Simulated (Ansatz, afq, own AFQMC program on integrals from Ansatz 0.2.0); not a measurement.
**WCl+ (quintet): quantum Monte Carlo beside coupled cluster, def2-TZVP**

Aim: compute WCl+ (quintet) with auxiliary-field quantum Monte Carlo on the same integrals as coupled cluster, and set the energies side by side.

The runs use Ansatz 0.2.0, Gaussian basis, and an in-house AFQMC program (afq) on its integrals; all values are calculated; def2-TZVP, frozen cores.

To be run: PBE (unrestricted); CCSD(T) on UHF; r2SCAN (unrestricted); PBE0 (unrestricted); B3LYP (unrestricted); CCSDT(Q) on UHF; wB97M-V (unrestricted); B2PLYP (unrestricted); Phaseless AFQMC, CISD trial on UHF.

2 further runs of the same task are left out: 1 for a known fault of the program, 1 that didn't finish.

### Step 1. The system

The geometry is a PBE0/def2-TZVP stationary point (not a proven minimum) of the parent state, kept for this charge and spin. No spin-orbit coupling is included. Elements past krypton take def2 core potentials.

2 atoms, charge 1, spin multiplicity 5.

Atoms are counted from 1 here; the program's logs count them from 0.

Bond lengths: W1–Cl2 2.233 Å.

### Step 2. PBE (unrestricted)

File in.yaml:

```yaml
crystal:
  periodic: [false, false, false]
  atoms:
    - {symbol: W, position_ang: [0.000000, 0.000000, 0.000000]}
    - {symbol: Cl, position_ang: [0.000000, 0.000000, 2.233000]}
basis:
  gaussian: {orbitals: def2-TZVP}
total_charge: 1
magnetization: {spin_polarized: true, initial_magnetization: 4}
hamiltonian: {xc: {name: PBE}}
output: {orbitals: {seedname: orbitals}}
```

The run is started by

```console
$ ansatz run in.yaml --threads 1 --pin off --events-out ev --progress --plain --max-ram 8192MiB --backend cpu
```

Output:

```text
Functional definition: PBE
  name "PBE"
  cite "Perdew, Burke & Ernzerhof, Phys. Rev. Lett. 77, 3865 (1996) doi:10.1103/PhysRevLett.77.3865"
  parent pbe
  parameter kappa = 0.804
  parameter beta = 0.06672455060314922
  exchange = pbe_x(kappa = kappa, mu = beta*pi^2/3)
  correlation = pbe_c(beta = beta)
580 factors; their error is unknown
mean field evaluation 1: about -14328.1415 eV, gradient 3.4e1 eV
mean field evaluation 2: about -14240.1167 eV, gradient 1.2e2 eV
mean field evaluation 4: about -14331.9067 eV, gradient 2.3e1 eV
mean field evaluation 8: about -14334.6424 eV, gradient 1.1e0 eV
mean field evaluation 16: about -14334.6439 eV, gradient 3.3e-4 eV
mean field evaluation 32: about -14333.5429 eV, gradient 7.5e0 eV
mean field evaluation 64: about -14333.9023 eV, gradient 9.1e-4 eV
mean field evaluation 96: about -14332.7667 eV, gradient 5.9e0 eV
mean field -14334.64388048 eV, -526.7884462371 hartree, gradient 1.6e-5 eV, S^2 6.039159; 12 other end points of the search recorded, 0 dependent functions left out
reference -14334.64391822 eV, -526.7884476239 hartree; 17, 13 occupied and 60, 64 virtual orbitals, 580 factors
Total energy: -14334.64391822 eV, -526.7884476239 hartree
```

It took 13 s on 1 thread of AMD EPYC 7R13 (Zen 3), shared host; peak memory 1.7 GiB.

From the report: ⟨S²⟩ of the determinant 6.039 (pure quintet: 6.00).

### Step 3. CCSD(T) on UHF

in.yaml: that of step 2 with these lines changed.

```diff
@@ -9,3 +9,2 @@
 magnetization: {spin_polarized: true, initial_magnetization: 4}
-hamiltonian: {xc: {name: PBE}}
-output: {orbitals: {seedname: orbitals}}
+correlation: {method: ccsd_t, electrons: outside_noble_gas, hamiltonian_folder: ham}
```

The run is started by

```console
$ ansatz run in.yaml --threads 1 --pin off --events-out ev --progress --plain --max-ram 24576MiB --backend cuda --devices 0, --max-vram 18GiB
```

Output, cut to the lines that bear on the results:

```text
Functional definition: HF
  name "HF"
  cite "Fock, Z. Phys. 61, 126 (1930) doi:10.1007/BF01340294"
  parent pbe
[...]
587 factors; integrals over basis functions are off by at most 8.0e-4 eV
[...]
mean field -14303.79796774 eV, -525.6548798518 hartree, gradient 8.4e-7 eV, S^2 6.039536; 28 other end points of the search recorded, 0 dependent functions left out
determinant -14303.79796774 eV, -525.6548798518 hartree, with singles and doubles -14311.30950920 eV, -525.9309239092 hartree
determinant -14303.27391024 eV, -525.6356210940 hartree, with singles and doubles -14310.61722655 eV, -525.9054829911 hartree
determinant -14303.27044920 eV, -525.6354939030 hartree, with singles and doubles -14310.58738944 eV, -525.9043864974 hartree
determinant -14303.24315233 eV, -525.6344907616 hartree, with singles and doubles -14310.63616688 eV, -525.9061790353 hartree
[...]
determinant -14301.19960075 eV, -525.5593916263 hartree, with singles and doubles -14308.66716405 eV, -525.8338195157 hartree
determinant -14300.93112319 eV, -525.5495252581 hartree, with singles and doubles -14308.43552481 eV, -525.8253069308 hartree
determinant -14300.60673106 eV, -525.5376040672 hartree, with singles and doubles -14307.85051889 eV, -525.8038083596 hartree
9 core orbitals not correlated: weight in the atoms' cores, before any rotation towards them, 0.997 or more for the frozen orbitals, at most 0.002 for the correlated occupied ones
reference -14303.79796774 eV, -525.6548798518 hartree; 8, 4 occupied and 60, 64 virtual orbitals, 587 factors
second order -6.90042875 eV of doubles, -0.00000000 eV of singles
cycle   1  -7.48613117 eV  change   -2.0e-1 eV  update   1.9e-2
[...]
cycle  11  -7.50799799 eV  change   -1.1e-5 eV  update   1.0e-5
perturbative correction -0.37860233 eV, -0.0139133789 hartree
Total energy: -14311.68456805 eV, -525.9447070677 hartree
```

Wall time 40 s (1 × NVIDIA H100 80GB HBM3 with 1 thread of AMD EPYC 7R13 (Zen 3), shared host); peak host memory 1.7 GiB.

From the report: ⟨S²⟩ of the determinant 6.040 (pure quintet: 6.00); correlation -7.8866 eV; T1 0.028; largest double amplitude 0.04.

This run also writes the integrals to the folder ham.

### Step 4. r2SCAN (unrestricted)

in.yaml: that of step 3 with these lines changed.

```diff
@@ -9,2 +9,2 @@
 magnetization: {spin_polarized: true, initial_magnetization: 4}
-correlation: {method: ccsd_t, electrons: outside_noble_gas, hamiltonian_folder: ham}
+hamiltonian: {xc: {name: r2SCAN}}
```

The run is started by

```console
$ ansatz run in.yaml --threads 1 --pin off --events-out ev --progress --plain --max-ram 8192MiB --backend cpu
```

Output, cut to the lines that bear on the results:

```text
Functional definition: r2SCAN
  name "r2SCAN"
  cite "Furness, Kaplan, Ning, Perdew & Sun, J. Phys. Chem. Lett. 11, 8208 (2020) doi:10.1021/acs.jpclett.0c02405"
  cite "Furness, Kaplan, Ning, Perdew & Sun, J. Phys. Chem. Lett. 11, 9248 (2020) doi:10.1021/acs.jpclett.0c03077"
  parent r2scan
[...]
580 factors; their error is unknown
[...]
mean field -14339.12007542 eV, -526.9529433670 hartree, gradient 1.4e-5 eV, S^2 6.051182; 16 other end points of the search recorded, 0 dependent functions left out
reference -14339.12008835 eV, -526.9529438423 hartree; 17, 13 occupied and 60, 64 virtual orbitals, 580 factors
Total energy: -14339.12008835 eV, -526.9529438423 hartree
```

Wall time 29 s (1 thread of AMD EPYC 7R13 (Zen 3), shared host); peak memory 1.7 GiB.

From the report: ⟨S²⟩ of the determinant 6.051 (pure quintet: 6.00).

### Step 5. PBE0 (unrestricted)

in.yaml: that of step 4 with these lines changed.

```diff
@@ -9,2 +9,3 @@
 magnetization: {spin_polarized: true, initial_magnetization: 4}
-hamiltonian: {xc: {name: r2SCAN}}
+hamiltonian: {xc: {name: PBE0}}
+output: {orbitals: {seedname: orbitals}}
```

The command is unchanged.

Output, cut to the lines that bear on the results:

```text
Functional definition: PBE0
  name "PBE0"
  cite "Adamo & Barone, J. Chem. Phys. 110, 6158 (1999) doi:10.1063/1.478522"
  cite "Perdew, Burke & Ernzerhof, Phys. Rev. Lett. 77, 3865 (1996) doi:10.1103/PhysRevLett.77.3865"
  parent pbe
[...]
668 factors; their error is unknown
[...]
mean field -14334.46146377 eV, -526.7817425467 hartree, gradient 1.9e-5 eV, S^2 6.039990; 8 other end points of the search recorded, 0 dependent functions left out
reference -14334.46149199 eV, -526.7817435838 hartree; 17, 13 occupied and 60, 64 virtual orbitals, 668 factors
Total energy: -14334.46149199 eV, -526.7817435838 hartree
```

It took 12 s on 1 thread of AMD EPYC 7R13 (Zen 3), shared host; peak memory 1.7 GiB.

From the report: ⟨S²⟩ of the determinant 6.040 (pure quintet: 6.00).

### Step 6. B3LYP (unrestricted)

in.yaml: that of step 5 with these lines changed.

```diff
@@ -9,3 +9,2 @@
 magnetization: {spin_polarized: true, initial_magnetization: 4}
-hamiltonian: {xc: {name: PBE0}}
-output: {orbitals: {seedname: orbitals}}
+hamiltonian: {xc: {name: B3LYP}}
```

The command is unchanged.

Output, cut to the lines that bear on the results:

```text
Functional definition: B3LYP
  name "B3LYP"
  cite "Stephens, Devlin, Chabalowski & Frisch, J. Phys. Chem. 98, 11623 (1994) doi:10.1021/j100096a001"
  cite "Becke, Phys. Rev. A 38, 3098 (1988) doi:10.1103/PhysRevA.38.3098"
  cite "Lee, Yang & Parr, Phys. Rev. B 37, 785 (1988) doi:10.1103/PhysRevB.37.785"
  cite "Vosko, Wilk & Nusair, Can. J. Phys. 58, 1200 (1980) doi:10.1139/p80-159"
[...]
656 factors; their error is unknown
[...]
mean field -14339.64598994 eV, -526.9722703691 hartree, gradient 2.2e-6 eV, S^2 6.023870; 7 other end points of the search recorded, 0 dependent functions left out
reference -14339.64618496 eV, -526.9722775360 hartree; 17, 13 occupied and 60, 64 virtual orbitals, 656 factors
Total energy: -14339.64618496 eV, -526.9722775360 hartree
```

Run time: 9.5 s. Hardware: 1 thread of AMD EPYC 7R13 (Zen 3), shared host; peak memory 1.7 GiB.

From the report: ⟨S²⟩ of the determinant 6.024 (pure quintet: 6.00).

### Step 7. CCSDT(Q) on UHF

in.yaml: that of step 6 with these lines changed.

```diff
@@ -9,2 +9,2 @@
 magnetization: {spin_polarized: true, initial_magnetization: 4}
-hamiltonian: {xc: {name: B3LYP}}
+correlation: {method: ccsdt_q, electrons: outside_noble_gas}
```

The run is started by

```console
$ ansatz run in.yaml --threads 1 --pin off --events-out ev --progress --plain --max-ram 24576MiB --backend cuda --devices 0, --max-vram 18GiB
```

Output, cut to the lines that bear on the results:

```text
Functional definition: HF
  name "HF"
  cite "Fock, Z. Phys. 61, 126 (1930) doi:10.1007/BF01340294"
  parent pbe
[...]
1019 factors; integrals over basis functions are off by at most 1.4e-7 eV
[...]
mean field -14303.79799182 eV, -525.6548807369 hartree, gradient 1.0e-6 eV, S^2 6.039536; 27 other end points of the search recorded, 0 dependent functions left out
determinant -14303.79799182 eV, -525.6548807369 hartree, with singles and doubles -14311.30954271 eV, -525.9309251404 hartree
determinant -14303.27393522 eV, -525.6356220120 hartree, with singles and doubles -14310.61725443 eV, -525.9054840154 hartree
determinant -14303.27047536 eV, -525.6354948645 hartree, with singles and doubles -14310.58742227 eV, -525.9043877038 hartree
determinant -14303.24317362 eV, -525.6344915441 hartree, with singles and doubles -14310.63619556 eV, -525.9061800892 hartree
[...]
determinant -14301.19962141 eV, -525.5593923855 hartree, with singles and doubles -14308.66718672 eV, -525.8338203489 hartree
determinant -14300.93114579 eV, -525.5495260883 hartree, with singles and doubles -14308.43555487 eV, -525.8253080357 hartree
determinant -14300.60675362 eV, -525.5376048962 hartree, with singles and doubles -14307.85054325 eV, -525.8038092551 hartree
9 core orbitals not correlated: weight in the atoms' cores, before any rotation towards them, 0.997 or more for the frozen orbitals, at most 0.002 for the correlated occupied ones
reference -14303.79799182 eV, -525.6548807369 hartree; 8, 4 occupied and 60, 64 virtual orbitals, 1019 factors
second order -6.90044168 eV of doubles, -0.00000000 eV of singles
cycle   1  -7.21693137 eV  change   -3.2e-1 eV  update   1.1e-1
[...]
cycle  24  -7.91893725 eV  change   -1.8e-7 eV  update   1.1e-6
perturbative correction -0.02785204 eV, -0.0010235434 hartree
Total energy: -14311.74478110 eV, -525.9469198565 hartree
```

Run time: 24 s. Hardware: 1 × NVIDIA H100 80GB HBM3 with 1 thread of AMD EPYC 7R13 (Zen 3), shared host; peak host memory 1.7 GiB.

From the report: ⟨S²⟩ of the determinant 6.040 (pure quintet: 6.00); correlation -7.9468 eV; T1 0.031; largest double amplitude 0.05.

### Step 8. wB97M-V (unrestricted)

in.yaml: that of step 7 with these lines changed.

```diff
@@ -9,2 +9,3 @@
 magnetization: {spin_polarized: true, initial_magnetization: 4}
-correlation: {method: ccsdt_q, electrons: outside_noble_gas}
+hamiltonian: {xc: {name: wB97M-V}}
+output: {orbitals: {seedname: orbitals}}
```

The run is started by

```console
$ ansatz run in.yaml --threads 1 --pin off --events-out ev --progress --plain --max-ram 8192MiB --backend cpu
```

Output, cut to the lines that bear on the results:

```text
Functional definition: wB97M-V
  name "wB97M-V"
  cite "Mardirossian & Head-Gordon, J. Chem. Phys. 144, 214110 (2016) doi:10.1063/1.4952647"
  cite "Becke, J. Chem. Phys. 107, 8554 (1997) doi:10.1063/1.475007"
  cite "Vydrov & Van Voorhis, J. Chem. Phys. 133, 244103 (2010) doi:10.1063/1.3521275"
  # Of w^i u^j: cxij and so on, Table III.
[...]
  gx(w, u) = 1 - cx + cx01*u + cx10*w
  gss(w, u) = css00 + css04*u^4 + css10*w + css20*w^2 + css43*w^4*u^3
  gos(w, u) = cos00 + cos10*w + (cos20 + cos21*u)*w^2 + (cos60 + cos61*u)*w^6
[...]
      + integral(e_c_pw_mod_opposite_spin*gos(b97_w_opposite, b97_u_opposite)) + vv10(b, c)
631 factors; their error is unknown
114 factors; integrals over basis functions are off by at most 4.2e-5 eV
[...]
mean field -14335.62168370 eV, -526.8243798425 hartree, gradient 2.0e-5 eV, S^2 6.024444; 7 other end points of the search recorded, 0 dependent functions left out
reference -14335.62172060 eV, -526.8243811987 hartree; 17, 13 occupied and 60, 64 virtual orbitals, 631 factors
Total energy: -14335.62172060 eV, -526.8243811987 hartree
```

Wall time 46 s (1 thread of AMD EPYC 7R13 (Zen 3), shared host); peak memory 1.7 GiB.

From the report: ⟨S²⟩ of the determinant 6.024 (pure quintet: 6.00).

### Step 9. B2PLYP (unrestricted)

in.yaml: that of step 8 with these lines changed.

```diff
@@ -9,3 +9,3 @@
 magnetization: {spin_polarized: true, initial_magnetization: 4}
-hamiltonian: {xc: {name: wB97M-V}}
-output: {orbitals: {seedname: orbitals}}
+hamiltonian: {xc: {name: B2PLYP}}
+correlation: {electrons: outside_noble_gas}
```

Launched as before.

Output, cut to the lines that bear on the results:

```text
Functional definition: B2PLYP
  name "B2PLYP"
  cite "Grimme, J. Chem. Phys. 124, 034108 (2006) doi:10.1063/1.2148954"
  cite "Becke, Phys. Rev. A 38, 3098 (1988) doi:10.1103/PhysRevA.38.3098"
  cite "Lee, Yang & Parr, Phys. Rev. B 37, 785 (1988) doi:10.1103/PhysRevB.37.785"
[...]
587 factors; integrals over basis functions are off by at most 8.0e-4 eV
[...]
mean field -14327.37675825 eV, -526.5213844209 hartree, gradient 2.3e-6 eV, S^2 6.026887; 8 other end points of the search recorded, 0 dependent functions left out
9 core orbitals not correlated: weight in the atoms' cores, before any rotation towards them, 0.998 or more for the frozen orbitals, at most 0.001 for the correlated occupied ones
reference -14327.37688183 eV, -526.5213889623 hartree; 8, 4 occupied and 60, 64 virtual orbitals, 587 factors
second order -8.86936086 eV of doubles, -0.00000000 eV of singles
Total energy: -14329.77160926 eV, -526.6093935723 hartree
```

Wall time 11 s (1 thread of AMD EPYC 7R13 (Zen 3), shared host); peak memory 1.7 GiB.

From the report: ⟨S²⟩ of the determinant 6.027 (pure quintet: 6.00).

### Step 10. Phaseless AFQMC, CISD trial on UHF

It reads the integrals that the CCSD(T) run on this determinant wrote.

The run is started by

```console
$ afq ham --method phaseless --trial cisd --walkers 3300 --populations 20 --least-time 60 --time-step 0.005 --steps-per-block 50 --equilibration-blocks 40 --max-blocks 4000 --target-error 0.00021 --factor-cut 1e-05 --start spin_pure --seed 6622 --release-times 0.24,0.5,1,1.5 --release-step 0.02 --release-every 3 --taylor-order 6
```

Output:

```text
orbitals 68  electrons 8 4  factors 519 of 587
reference energy -525.65487985 Eh
CCSD correlation -0.27591406 Eh in 14 cycles, weight of the determinant in the CISD state 0.8699
energy of the start -525.930323 Eh
 block  time / (1/Eh)  mean weight  energy / Eh
     1     0.250  0.9998  -525.928032
     2     0.500  0.9998  -525.931869
     3     0.750  1.0003  -525.935784
     4     1.000  1.0001  -525.938431
     5     1.250  1.0000  -525.940238
     6     1.500  0.9999  -525.941625
     7     1.750  0.9998  -525.942207
     8     2.000  0.9995  -525.942376
     9     2.250  0.9999  -525.943816
    10     2.500  1.0000  -525.944517
    11     2.750  1.0001  -525.944984
    13     3.250  1.0001  -525.944354
    15     3.750  1.0000  -525.944407
    17     4.250  0.9999  -525.944566
    19     4.750  1.0005  -525.945181
    21     5.250  1.0000  -525.945174
    23     5.750  1.0000  -525.945011
    25     6.250  1.0000  -525.945979
    27     6.750  1.0000  -525.944687
    29     7.250  0.9999  -525.944865
    31     7.750  0.9999  -525.946723
    33     8.250  0.9996  -525.947662
    35     8.750  1.0000  -525.946474
    37     9.250  1.0001  -525.946550
    39     9.750  0.9999  -525.945360
    41    10.250  1.0001  -525.945906
    43    10.750  0.9999  -525.945154
    45    11.250  1.0000  -525.946672
    47    11.750  0.9998  -525.944830
    49    12.250  1.0003  -525.945907
    51    12.750  0.9996  -525.945247
    53    13.250  0.9999  -525.944814
    55    13.750  1.0000  -525.944615
    57    14.250  0.9999  -525.944896
    59    14.750  1.0000  -525.945814
    61    15.250  0.9999  -525.945769
    63    15.750  1.0000  -525.944901
    65    16.250  1.0007  -525.947352
    67    16.750  0.9999  -525.946172
    69    17.250  0.9999  -525.946334
    71    17.750  1.0002  -525.947063
    73    18.250  1.0000  -525.946376
    75    18.750  0.9998  -525.945400
    77    19.250  1.0002  -525.944308
    79    19.750  1.0005  -525.945054
    81    20.250  0.9998  -525.945319
    83    20.750  0.9999  -525.944431
    85    21.250  1.0000  -525.944577
    87    21.750  1.0002  -525.944183
    89    22.250  0.9998  -525.944866
error from the spread of 20 populations
released: time / (1/Eh)  energy / Eh  error  mean overlap
  0.24  -525.945608  0.000181  1.0019
  0.50  -525.946171  0.000171  0.9971
  1.00  -525.946238  0.000174  0.9959
  1.50  -525.946594  0.000140  0.9888
energy -525.945502 +/- 0.000196 Eh
```

Wall time 2.2 min (1 × NVIDIA H100 80GB HBM3 with 2 threads of AMD EPYC 7R13 (Zen 3), shared host); peak host memory 1.7 GiB.

Energy -14311.7062 ± 0.0053 eV. Caveats: constraint bias not in the error.

### Step 11. AFQMC on the ladder

On the UHF determinant, counted from CCSDT(Q) (a yardstick, not exact):

```tsv
level	energy (eV)	from CCSDT(Q) (kcal/mol)	statistical error (kcal/mol)	time
HF	-14303.7980	+183.26		
MP2	-14310.6984	+24.13		
CCSD	-14311.3060	+10.12		
CCSD(T)	-14311.6846	+1.39		
CCSDT(Q)	-14311.7448	0.00		
Phaseless AFQMC, CISD trial, step 0.005, 3300 walkers	-14311.7062	+0.89	0.12	2.2 min
```

The functionals' totals stand on their own zeros and serve differences with other points: PBE -14334.644 eV; r2SCAN -14339.120 eV; PBE0 -14334.461 eV; B3LYP -14339.646 eV; wB97M-V -14335.622 eV; B2PLYP -14329.772 eV.

### Step 12. What came out

```
                                        quantity                  value
                    CCSD(T) on UHF from CCSDT(Q)         +1.39 kcal/mol
Phaseless AFQMC, CISD trial on UHF from CCSDT(Q)  +0.89 ± 0.12 kcal/mol
```

In words: On UHF the phaseless walk with the CISD trial lies +0.89 kcal/mol from CCSDT(Q), 7 times its error bar. Error bars are statistical and leave out the constraint, the time step and what remains of the start. W carries a core potential, and spin-orbit coupling is left out.
